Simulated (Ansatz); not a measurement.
# PtSe in Ansatz: the effect of strain

Crystal: PtSe.

```
Pt Se
1.0
     3.55380    0.00000    0.00000
    -1.77690    3.07768    0.00000
     0.00000    0.00000    3.61284
Pt Se
1 1
Direct
  0.00000 0.00000 0.00000
  0.66667 0.33333 0.50000
```

The cell comes from a database or a generator and needn't be the stable form of this composition.

Alike in all runs:

```yaml
Program: Ansatz 0.2.0
Task: single point
Functional: PBE
Potentials_or_basis: Ansatz PAW
Cutoff: "420 eV (not typed: the program's choice for these potentials)"
k_mesh: 7 × 7 × 6
Occupations: fermi-dirac, width 0.05 eV
Spin: no spin polarisation
Kind_of_strain: biaxial
```

```tsv
strain	pressure (GPa)
-0.04	-5.7
-0.02	-8.9
-0.01	-10.3
0	-11.4
0.01	-12.5
0.02	-13.4
0.04	?
```

Question: What does the run with strain 0.04 give?

Answer: Pressure -14.9 GPa.

Worked out: A parabola through the other rows of the pressure, of slope -49.4 GPa per unit of strain there, extrapolates to -14.7 GPa, against the run's -14.9.
